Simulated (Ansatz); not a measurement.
# GaH2S2 radical: up Jacob's ladder to CCSD(T)

The task here is to estimate one member of a computed series from the others.

Program: Ansatz 0.2.0, Gaussian basis. Level of theory: functionals in def2-TZVPP, the program's frozen cores in correlated methods. These are calculated values, not measurements.

Plan: PBE-D4, r2SCAN-D4, PBE0-D4, B3LYP-D4, ωB97X-V, ωB97M-V, B2PLYP; CCSD(T)/def2-TZVPP; CCSD(T)/def2-QZVPP; extrapolation to the limit.

## The geometry

The geometry comes from an earlier relaxation with PBE0-D4 in a triple-zeta def2 set; it is a stationary point.

5 atoms, charge 0, spin multiplicity 2.

Atoms are counted from 1 here; the program's logs count them from 0.

Bond lengths: S1–Ga2 2.233 Å, S1–H4 1.343 Å, Ga2–S3 2.232 Å, S3–H5 1.346 Å. Angles: Ga2–S1–H4 94.0°, S1–Ga2–S3 116.8°, Ga2–S3–H5 92.8°.

Set-up of the first run:

File in.yaml:

```yaml
crystal:
  periodic: [false, false, false]
  atoms:
    - {symbol: S, position_ang: [-1.470856, 0.395873, -0.582133]}
    - {symbol: Ga, position_ang: [0.709774, -0.072803, -0.693376]}
    - {symbol: S, position_ang: [1.742221, -0.529553, 1.232471]}
    - {symbol: H, position_ang: [-1.595921, 0.577047, -1.906753]}
    - {symbol: H, position_ang: [0.614783, -0.370565, 1.949801]}
basis:
  gaussian: {orbitals: def2-TZVPP}
magnetization: {spin_polarized: true, initial_magnetization: 1}
hamiltonian: {xc: pbe, dispersion: d4}
output: {forces: true, orbitals: {seedname: orbitals}}
```

On the command line:

```console
> ansatz run in.yaml --threads 2 --pin off --events-out ev --progress --plain --max-ram 32768MiB --backend cpu
```

Steps of the session up to this table: PBE-D4 (GGA); r2SCAN-D4 (meta-GGA); PBE0-D4 (hybrid); B3LYP-D4 (hybrid); ωB97X-V (range-separated); ωB97M-V (range-separated); B2PLYP (double hybrid); CCSD(T) in def2-TZVPP; CCSD(T) in def2-QZVPP.

One table of the session follows, with a row left open; its other results are not shown here.

| method | atomisation energy (kJ/mol) |
| --- | --- |
| PBE-D4 | 1292.7 |
| r2SCAN-D4 | 1295.7 |
| PBE0-D4 | 1270.8 |
| B3LYP-D4 | 1249.1 |
| ωB97X-V | 1278.1 |
| ωB97M-V | 1274.3 |
| B2PLYP | 1236.4 |
| HF/def2-TZVPP | 874.8 |
| MP2/def2-TZVPP | 1252.1 |
| CCSD/def2-TZVPP | 1201.6 |
| CCSD(T)/def2-TZVPP | 1231.1 |
| MP2/CBS | 1285.6 |
| CCSD(T)/CBS | ? |

**Question.** Estimate the row for CCSD(T)/CBS.

**Answer.** atomisation energy (kJ/mol): 1264.5. In the column «atomisation energy (kJ/mol)» it lies between MP2/def2-TZVPP (1252.1) and PBE0-D4 (1270.8).
